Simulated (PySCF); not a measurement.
# CeB: from the state search to spectroscopic constants

One table from this session's results is given with a row withheld; the runs are named, their logs left out.

Method: Ce x2c-SVPall, B x2c-SVPall, spin-free X2C with a Gaussian nucleus; program: PySCF 2.14.0.

The first run:

Settings of the job:

| Property | Result |
| --- | --- |
| atoms | Ce, B |
| charge | 0 |
| basis | Ce x2c-SVPall, B x2c-SVPall |
| Hamiltonian | spin-free X2C with a Gaussian nucleus |
| basis functions | 99 |
| electrons treated | 63 |
| masses in u | 139.9054, 11.0093 |
| levels | PBE0, PBE, r²SCAN, PBEsol, TPSS, ωB97X, HF, MP2, SCS-MP2, CCSD, CCSD(T) |
| grid | 80 radial by 434 angular points |
| occupations | held fixed by the projection of orbital angular momentum |
| dissociation limit | Ce + B, each in its ground configuration |
| starting distance in angstrom | 2.315 |
| values of 2S to try | 1, 3, 5 |

Launch:

```
$ OMP_NUM_THREADS=2 python dia.py task.json out
```

Among the steps run: The job; First curve: PBE0; Excited determinants; PBE (GGA); r²SCAN (meta-GGA); PBEsol; TPSS (meta-GGA); ωB97X (range-separated hybrid); UHF (mean field); MP2 and coupled cluster.

One table of the session follows, with a row left open; its other results are not shown here.

It belongs to the step «Constants by level of theory». Differences from CCSD(T) in the same basis:

```
      level  Re (mÅ)  ωe (%)
        UHF      +16    +3.2
    UHF-MP2      -35    +9.8
UHF-SCS-MP2      -39   +10.4
   UHF-CCSD       -8    +1.9
        PBE      -19    -3.6
     PBEsol        ?       ?
       PBE0      -42    +5.2
      ωB97X      -69   +11.3
```

Estimate the missing values for PBEsol.

**Answer.** Re (mÅ): -35; ωe (%): -0.4.

CCSD(T) in a basis this small is itself some way from its limit, more so than the functionals.

Caveats from the session: The state is the lowest single determinant that the PBE0 search found; with open d or f shells the true ground state can be another one. At some levels the lowest empty orbital lies below the highest filled one (the two can be of opposite spin).
